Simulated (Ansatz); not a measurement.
# ZrH4 (quintet): the correlation ladder, def2-SVP

An exercise on one series of results from a longer session: the logs are not shown, and one member is left open.

Program: Ansatz 0.2.0, Gaussian basis. Level of theory: def2-SVP, core rule «outside noble gas», up to 4 orbitals frozen. These are calculated values, not measurements.

Plan: UHF; CCSD(T) on ROHF; CCSD(T) on UHF; CISD as a restricted active space (open shells left free, so some higher excitations enter); CCSDT(Q) on ROHF; CCSDT(Q) on UHF.

38 further runs of the same task are left out: 18 for a known fault of the program, 6 that didn't finish, 14 set aside as unsound or not needed. Runs told in other sessions of the task aren't counted.

## What is computed

The geometry is a PBE0/def2-TZVP stationary point (not a proven minimum) of the parent state, kept for this charge and spin. No spin-orbit coupling is included. Elements past krypton take def2 core potentials.

5 atoms, charge 0, spin multiplicity 5.

Atoms are counted from 1 here; the program's logs count them from 0.

Bond lengths: Zr1–H2 1.937 Å, Zr1–H3 1.937 Å, Zr1–H4 1.937 Å, Zr1–H5 1.937 Å. Angles: H2–Zr1–H3 129.6°, H2–Zr1–H4 27.6°, H2–Zr1–H5 138.7°, H3–Zr1–H4 138.7°, H3–Zr1–H5 27.6°, H4–Zr1–H5 129.6°.

Set-up of the first run:

File in.yaml:

```yaml
crystal:
  periodic: [false, false, false]
  atoms:
    - {symbol: Zr, position_ang: [0.000000, 0.028898, 0.000000]}
    - {symbol: H, position_ang: [0.462564, -0.653853, -1.752161]}
    - {symbol: H, position_ang: [0.462564, -0.653853, 1.752161]}
    - {symbol: H, position_ang: [-0.462564, -0.653853, -1.752161]}
    - {symbol: H, position_ang: [-0.462564, -0.653853, 1.752161]}
basis:
  gaussian: {orbitals: def2-SVP}
magnetization: {spin_polarized: true, initial_magnetization: 4}
hamiltonian: {xc: hf}
output: {orbitals: {seedname: orbitals}}
```

Launch:

```bash
> ansatz run in.yaml --threads 1 --pin off --events-out ev --progress --plain --max-ram 2393MiB
```

Among the steps run: UHF; CCSD(T) on ROHF; CCSD(T) on UHF; CISD as a restricted active space (open shells left free, so some higher excitations enter); CCSDT(Q) on ROHF; CCSDT(Q) on UHF.

One of the session's tables, all rows but one given; the rest of the session is left out.

| method | from RCCSDT(Q) (kJ/mol) |
| --- | --- |
| ROHF | +329.1 |
| UHF | +318.2 |
| RMP2 | +72.6 |
| UMP2 | +66.8 |
| RCCSD | +7.6 |
| UCCSD | +1.7 |
| RCCSD(T) | +1.7 |
| UCCSD(T) | -4.1 |
| RCCSDT | +0.2 |
| UCCSDT | ? |
| RCCSDT(Q) | 0 |
| UCCSDT(Q) | -5.8 |

**Question.** Estimate the row for UCCSDT.

The run gave: from RCCSDT(Q) (kJ/mol): -5.6. In the column «from RCCSDT(Q) (kJ/mol)» it lies between UCCSDT(Q) (-5.8) and UCCSD(T) (-4.1).

Not comparable, so not listed: CISD as a restricted active space (open shells left free, so some higher excitations enter) (they don't share determinant, frozen orbitals or solution with the rows shown, or repeat one).

Limits of these values: Restricted and unrestricted rows rest on different reference determinants; a gap between their highest levels can come from leftover correlation error, from unlike frozen cores or from another state.
